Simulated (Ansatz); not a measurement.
# Co (Cobalt): the cost of one run

Computed with Ansatz 0.2.0 (DFT PBEsol, scalar-relativistic, plane waves, PAW, unless a step's input says otherwise).

2 further runs of the same task are left out: 2 set aside as unsound or not needed.

## Step 1: Starting point

The structure is hexagonal, space group P6_3/mmc (No. 194). Conventional cell: a = 2.456 Å, b = 2.456 Å, c = 3.968 Å, α = 90.00°, β = 90.00°, γ = 120.00°. Co (site symmetry -6m2) is surrounded by 12 Co at 2.44 to 2.46 Å.

As a file:

```
CELL_PARAMETERS angstrom
2.45585 0.00000 0.00000
-1.22793 2.12683 0.00000
0.00000 0.00000 3.96812
ATOMIC_POSITIONS crystal
Co 0.33333 0.66667 0.25000
Co 0.66667 0.33333 0.75000
```

It is the result of an earlier relaxation at this level (volume 10.36 Å³/atom; gap on the mesh: none (metal), site moments up to 1.6 μB).

## Step 2: Bulk reference on the slab's mesh

The input, input.yaml:

```yaml
crystal:
  lattice:
    - [2.4558543123, 0.0, 0.0]
    - [0.0, 3.9681248363, 0.0]
    - [1.2279271562, 0.0, 2.1268322225]
  atoms:
    - { symbol: Co, position: [0.3333333333, 0.75, 0.3333333333], spin: 1.79 }
    - { symbol: Co, position: [0.6666666667, 0.25, 0.6666666667], spin: 1.79 }
basis:
  ecutwfc: 420
kpoints:
  mp_grid: { grid: [14, 9, 16] }
hamiltonian:
  xc: pbesol
scf:
  occupations: { method: gaussian, width: 0.1 }
output:
  forces: true
  stress: true
  eigenvalues: true
  populations: true
magnetization:
  spin_polarized: true
```

On the command line:

```sh
ansatz run input.yaml --threads 2 --pin off --max-ram 5120MiB --backend cpu --events-out ev --progress --plain --runs-dir out
```

**Question.** How long does this run take on 2 threads of Arm Neoverse V1, shared host, and how much memory does it need?

About 24 s, with a peak of 0.67 GiB.
